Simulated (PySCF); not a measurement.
**Ways to converge the SCF of SnSe**

Aim: find out which solver settings change the answer for SnSe.

The runs use PySCF 2.14.0; method and basis as typed in the scripts.

1 further run of the same task is left out (for a known fault of the program).

## 1. Starting geometry

SnSe: 2 atoms, charge 0, spin multiplicity 1.

Bond lengths: Sn1–Se2 2.588 Å.

## 2. Base script

input.py reads:

```python
from pyscf import gto, scf

mol = gto.M(
    atom='Sn 0 0 0; Se 0 0 2.588',
    basis='sbkjc',
    ecp={'Sn': 'sbkjc', 'Se': 'sbkjc'},
    charge=0,
    spin=0,
    verbose=4,
)
mf = scf.RHF(mol)
mf.kernel()
mf.dip_moment()
print('orbital energies (hartree):', mf.mo_energy[..., max(0, mol.nelec[1]-3):mol.nelec[0]+3].round(4))
```

Run with:

```console
$ OMP_NUM_THREADS=1 python input.py
```

The log of this run is left out.

It gives: E(SCF) = -12.443560 Eh, 9 cycles, μ = 5.65 D.

The bond length is a typed value, not an optimised one.

## 3. Second-order solver on

Edit 1 changes second-order solver: off → on.

input.py reads:

```python
from pyscf import gto, scf

mol = gto.M(
    atom='Sn 0 0 0; Se 0 0 2.588',
    basis='sbkjc',
    ecp={'Sn': 'sbkjc', 'Se': 'sbkjc'},
    charge=0,
    spin=0,
    verbose=4,
)
mf = scf.RHF(mol)
mf = mf.newton()
mf.kernel()
mf.dip_moment()
print('orbital energies (hartree):', mf.mo_energy[..., max(0, mol.nelec[1]-3):mol.nelec[0]+3].round(4))
```

Run with:

```console
$ OMP_NUM_THREADS=1 python input.py
```

## 4. Smearing width 0.2 hartree

Edit 2 changes smearing width: none → 0.2 hartree.

Changes to input.py since step 2:

```diff
@@ -11,2 +11,3 @@
 mf = scf.RHF(mol)
+mf = scf.addons.smearing_(mf, sigma=0.2, method='fermi')
 mf.kernel()
```

## 5. DIIS space 2

Edit 3 changes DIIS space: default → 2.

Changes to input.py since step 2:

```diff
@@ -11,2 +11,3 @@
 mf = scf.RHF(mol)
+mf.diis_space = 2
 mf.kernel()
```

## 6. Level shift 0.5 hartree

Edit 4 changes level shift: none → 0.5 hartree.

Changes to input.py since step 2:

```diff
@@ -11,2 +11,3 @@
 mf = scf.RHF(mol)
+mf.level_shift = 0.5
 mf.kernel()
```

## 7. Smearing width 0.05 hartree

Edit 5 changes smearing width: none → 0.05 hartree.

Changes to input.py since step 2:

```diff
@@ -11,2 +11,3 @@
 mf = scf.RHF(mol)
+mf = scf.addons.smearing_(mf, sigma=0.05, method='fermi')
 mf.kernel()
```

## 8. Initial guess core

Edit 6 changes initial guess: minao → core.

Changes to input.py since step 2:

```diff
@@ -11,2 +11,3 @@
 mf = scf.RHF(mol)
+mf.init_guess = 'core'
 mf.kernel()
```

**Question.** What will these runs give? Wanted: for each run, E(SCF); from base; gap; SCF dipole.

The runs gave:

```csv
run,E(SCF) (hartree),from base (eV),cycles,gap (eV),SCF dipole (D)
base,-12.443560,0,9,7.68,5.65
second-order solver on,-12.443560,0.0000,4 macro,7.68,5.65
smearing width 0.2 hartree (poor choice),-11.263327,not comparable,12,n/a,2.24
DIIS space 2,-12.443560,0.0000,16,7.68,5.65
level shift 0.5 hartree,-12.443560,0.0000,21,7.68,5.65
smearing width 0.05 hartree,-12.353609,+2.4477,14,n/a,4.83
initial guess core,-12.443560,0.0000,9,7.68,5.65
```

Distance from each run's final energy (log10 hartree) by cycle:

```csv
run,cycle 1,cycle 2,cycle 3,cycle 5,cycle 8,cycle 12
base,-1.1,-0.9,-3.4,-4.7,-9.6,done
second-order solver on,-2.3,-4.0,< -11,done,done,done
smearing width 0.2 hartree (poor choice),-0.7,-1.2,-2.5,-4.3,-6.8,-8.0
DIIS space 2,-1.1,-0.9,-3.4,-4.7,-6.0,-7.5
level shift 0.5 hartree,-0.7,-1.8,-2.4,-3.2,-4.2,-5.7
smearing width 0.05 hartree,-0.9,-1.2,-1.8,-3.1,-5.8,-8.4
initial guess core,-1.1,-0.9,-3.4,-4.7,-9.6,done
```

In words: With second-order solver on or DIIS space 2 or level shift 0.5 hartree or initial guess core the SCF ends at the base energy. PySCF falls back to minao for a guess that it doesn't know or can't read, so that run repeats the base. The base needs 9 cycles and the run with level shift 0.5 hartree needs 21. Rows marked «poor choice» come from settings spoiled on purpose.
